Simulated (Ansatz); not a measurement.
# ZrH₃+ (septet): wave-function methods side by side, def2-TZVPP

One table from this session's results is given with a row withheld; the runs are named, their logs left out.

Program: Ansatz 0.2.0, Gaussian basis. Level of theory: def2-TZVPP, core rule «outside noble gas», up to 4 orbitals frozen. These are calculated values, not measurements.

To be run: UHF; ROHF; CCSD(T) on UHF.

## What is computed

The geometry is a PBE0/def2-TZVP stationary point (not a proven minimum) of the parent state, kept for this charge and spin. No spin-orbit coupling is included. Elements past krypton take def2 core potentials.

4 atoms, charge 1, spin multiplicity 7.

Atoms are counted from 1 here; the program's logs count them from 0.

Bond lengths: Zr1–H2 2.446 Å, Zr1–H3 2.050 Å, Zr1–H4 2.050 Å, H3–H4 0.811 Å. Angles: H2–Zr1–H3 168.6°, H2–Zr1–H4 168.6°, H3–Zr1–H4 22.8°, Zr1–H3–H4 78.6°, Zr1–H4–H3 78.6°.

As a file:

```xyz
4

Zr    0.0000    0.0000   -0.0168
H     0.0000    0.0000   -2.4633
H     0.0000    0.4057    1.9929
H     0.0000   -0.4057    1.9929
```

The first run:

in.yaml

```yaml
crystal:
  periodic: [false, false, false]
  atoms:
    - {symbol: Zr, position_ang: [0.000000, 0.000000, -0.016822]}
    - {symbol: H, position_ang: [0.000000, 0.000000, -2.463315]}
    - {symbol: H, position_ang: [0.000000, 0.405660, 1.992908]}
    - {symbol: H, position_ang: [0.000000, -0.405660, 1.992908]}
basis:
  gaussian: {orbitals: def2-TZVPP}
total_charge: 1
magnetization: {spin_polarized: true, initial_magnetization: 6}
hamiltonian: {xc: hf}
output: {orbitals: {seedname: orbitals}}
```

Launch:

```
$ ansatz run in.yaml --threads 1 --pin off --events-out ev --progress --plain --max-ram 4096MiB --backend cpu
```

Among the steps run: UHF; ROHF; CCSD(T) on UHF.

One table of the session follows, with a row left open; its other results are not shown here.

```
  method  from UCCSD(T) (kJ/mol)
    ROHF                       ?
     UHF                  +121.3
    UMP2                   +32.1
   UCCSD                    +2.7
UCCSD(T)                       0
```

**Question.** Estimate the row for ROHF.

**Answer.** from UCCSD(T) (kJ/mol): +132.2. In the column «from UCCSD(T) (kJ/mol)» it is the highest.
